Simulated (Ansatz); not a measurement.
# LiPb: the cost of one run

Program: Ansatz 0.2.0. Level of theory: DFT PBEsol, scalar-relativistic, plane waves, PAW. These are calculated values, not measurements.

1 further run of the same task is left out (it didn't finish).

## 1. The system as given

The structure is trigonal, space group R-3m (No. 166). Conventional cell: a = 4.987 Å, b = 4.987 Å, c = 6.188 Å, α = 90.00°, β = 90.00°, γ = 120.00°. Around Li (site symmetry -3m) lie 8 Pb at 3.06 to 3.09 Å. Pb (site symmetry -3m) has 8 Li at 3.06 to 3.09 Å as nearest neighbours.

Structure file:

```
Li Pb
1.0
     2.49350    1.43962    2.06267
    -2.49350    1.43962    2.06267
     0.00000   -2.87925    2.06267
Li Pb
1 1
Direct
  0.50000 0.50000 0.50000
  0.00000 0.00000 0.00000
```

Source of the structure: the Crystallography Open Database.

(A quick probe on a coarse mesh, which set the mesh and smearing, is not shown.)

## 3. Relaxing cell and atoms

input.yaml reads:

```yaml
crystal:
  lattice:
    - [2.4935001849, 1.4396230029, 2.062669918]
    - [-2.4935001849, 1.4396230029, 2.062669918]
    - [0.0, -2.8792460059, 2.062669918]
  atoms:
    - { symbol: Li, position: [0.5, 0.5, 0.5] }
    - { symbol: Pb, position: [0.0, 0.0, 0.0] }
basis:
  ecutwfc: 420
kpoints:
  mp_grid: { grid: [12, 12, 12] }
hamiltonian:
  xc: pbesol
scf:
  occupations: { method: gaussian, width: 0.1 }
output:
  forces: true
  stress: true
  eigenvalues: true
  write_density: true
  write_potential: true
  elf: true
  volumetric_format: npy
relax:
  adjacent_minimum: "off"
  f_tol: 0.005
  max_steps: 80
  cell: { stress_tol: 0.05 }
```

Launch:

```
> ansatz run input.yaml --threads 2 --pin off --max-ram 5632MiB --backend cpu --events-out ev --progress --plain --runs-dir out
```

**Question.** How long does this run take on 2 threads of Intel Xeon Platinum 8488C (Sapphire Rapids), shared host, and how much memory does it need?

About 8.8 s, with a peak of 0.48 GiB.
